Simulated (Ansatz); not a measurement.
# Li2HfN2: one atom moved over a plane

This session takes Li2HfN2 and sets out to map the energy of atom 3 (Hf) over a plane.

Computed with Ansatz 0.2.0 (DFT LDA, scalar-relativistic, plane waves, PAW, unless a step's input says otherwise).

## 1. The structure to begin with

The structure is trigonal, space group P-3m1 (No. 164). The conventional cell has a = 3.237 Å, b = 3.237 Å, c = 5.424 Å, α = 90.00°, β = 90.00°, γ = 120.00°. Li (site symmetry 3m) has 4 N at 2.07 to 2.15 Å and 3 Li at 2.26 Å as nearest neighbours. Hf (site symmetry -3m) has 6 N at 2.22 Å as nearest neighbours. Around N (site symmetry 3m) lie 4 Li at 2.07 to 2.15 Å and 3 Hf at 2.22 Å.

Coordinates:

```cif
data_structure
_symmetry_space_group_name_H-M 'P-3m1'
_symmetry_Int_Tables_number 164
_cell_length_a 3.2371
_cell_length_b 3.2371
_cell_length_c 5.4236
_cell_angle_alpha 90.000
_cell_angle_beta 90.000
_cell_angle_gamma 120.000
_cell_volume 49.22
loop_
_atom_site_label
_atom_site_type_symbol
_atom_site_symmetry_multiplicity
_atom_site_Wyckoff_symbol
_atom_site_fract_x
_atom_site_fract_y
_atom_site_fract_z
_atom_site_occupancy
Li1 Li 2 d 0.66667 0.33333 0.38279 1
Hf1 Hf 1 a 0.00000 0.00000 0.00000 1
N1 N 2 d 0.66667 0.33333 0.77938 1
```

It goes back to an entry of the Materials Project, which need not be the stable form.

The cell is taken as given, not relaxed at this level.

## 2. The reference cell

The reference gives a free energy of -16634.5859 eV, pressure -6.20 GPa, largest force 0.091 eV/Å and gap on the mesh 1.79 eV. It was computed beforehand with the settings of the runs below.

## 3. Setting up one atom moved over a plane

Atom 3 (Hf) is moved by p along (1.000, 0.000, 0.000) and q along (0.000, 0.000, 1.000) (Å), all else fixed; its images in the other cells move with it. Points alike by symmetry are run once.

## 4. p = -0.600, q = -0.600

File input.yaml:

```yaml
crystal:
  lattice:
    - [3.2371209533, 0.0, 0.0]
    - [-1.6185604767, 2.8034289807, 0.0]
    - [0.0, 0.0, 5.42359518]
  atoms:
    - { symbol: Li, position: [0.6666666667, 0.3333333333, 0.38278857] }
    - { symbol: Li, position: [0.3333333333, 0.6666666667, 0.61721143] }
    - { symbol: Hf, position: [-0.1853498861, 0.0, -0.1106277257] }
    - { symbol: "N", position: [0.6666666667, 0.3333333333, 0.77938486] }
    - { symbol: "N", position: [0.3333333333, 0.6666666667, 0.22061514] }
basis:
  ecutwfc: 420
kpoints:
  mp_grid: { grid: [9, 9, 6] }
hamiltonian:
  xc: lda
scf:
  occupations: { method: gaussian, width: 0.05 }
output:
  forces: true
  stress: true
  eigenvalues: true
```

## 5. Point p = -0.600, q = 0.000

Changes to input.yaml since step 4:

```diff
@@ -8,3 +8,3 @@
     - { symbol: Li, position: [0.3333333333, 0.6666666667, 0.61721143] }
-    - { symbol: Hf, position: [-0.1853498861, 0.0, -0.1106277257] }
+    - { symbol: Hf, position: [-0.1853498861, 0.0, 0.0] }
     - { symbol: "N", position: [0.6666666667, 0.3333333333, 0.77938486] }
```

## 6. At p = 0.000, q = -0.600

Changes to input.yaml since step 5:

```diff
@@ -8,3 +8,3 @@
     - { symbol: Li, position: [0.3333333333, 0.6666666667, 0.61721143] }
-    - { symbol: Hf, position: [-0.1853498861, 0.0, 0.0] }
+    - { symbol: Hf, position: [0.0, 0.0, -0.1106277257] }
     - { symbol: "N", position: [0.6666666667, 0.3333333333, 0.77938486] }
```

## 7. Point p = -0.600, q = -0.300

Changes to input.yaml since step 6:

```diff
@@ -8,3 +8,3 @@
     - { symbol: Li, position: [0.3333333333, 0.6666666667, 0.61721143] }
-    - { symbol: Hf, position: [0.0, 0.0, -0.1106277257] }
+    - { symbol: Hf, position: [-0.1853498861, 0.0, -0.0553138629] }
     - { symbol: "N", position: [0.6666666667, 0.3333333333, 0.77938486] }
```

## 8. Point p = -0.300, q = -0.600

Changes to input.yaml since step 7:

```diff
@@ -8,3 +8,3 @@
     - { symbol: Li, position: [0.3333333333, 0.6666666667, 0.61721143] }
-    - { symbol: Hf, position: [-0.1853498861, 0.0, -0.0553138629] }
+    - { symbol: Hf, position: [-0.0926749431, 0.0, -0.1106277257] }
     - { symbol: "N", position: [0.6666666667, 0.3333333333, 0.77938486] }
```

## 9. Point p = -0.300, q = 0.000

Changes to input.yaml since step 8:

```diff
@@ -8,3 +8,3 @@
     - { symbol: Li, position: [0.3333333333, 0.6666666667, 0.61721143] }
-    - { symbol: Hf, position: [-0.0926749431, 0.0, -0.1106277257] }
+    - { symbol: Hf, position: [-0.0926749431, 0.0, 0.0] }
     - { symbol: "N", position: [0.6666666667, 0.3333333333, 0.77938486] }
```

## 10. At p = 0.000, q = -0.300

Changes to input.yaml since step 9:

```diff
@@ -8,3 +8,3 @@
     - { symbol: Li, position: [0.3333333333, 0.6666666667, 0.61721143] }
-    - { symbol: Hf, position: [-0.0926749431, 0.0, 0.0] }
+    - { symbol: Hf, position: [0.0, 0.0, -0.0553138629] }
     - { symbol: "N", position: [0.6666666667, 0.3333333333, 0.77938486] }
```

(Steps that only read results are left out.)

Before running it: what results should come out? Wanted: highest point; lowest point away from the origin.

As calculated:

```
                         quantity                                       value
                    highest point  9.604 eV/cell at (p, q) = (-0.600, -0.600)
lowest point away from the origin            0.274 eV/cell at (-0.300, 0.000)
```

**Reading.** The undisturbed cell is the lowest computed point. Read as harmonic, the points at ±0.300 Å give force constants of 6.09 eV/Å² along p and 23.85 eV/Å² along q: the atom moves more easily along p. The gap on the mesh runs from 0.00 to 3.28 eV over the map. Spin-orbit coupling is left out, which matters for the bands of Hf. Where forces pass 15 eV/Å atoms stand far too close, the PAW spheres overlap strongly and those numbers are rough.
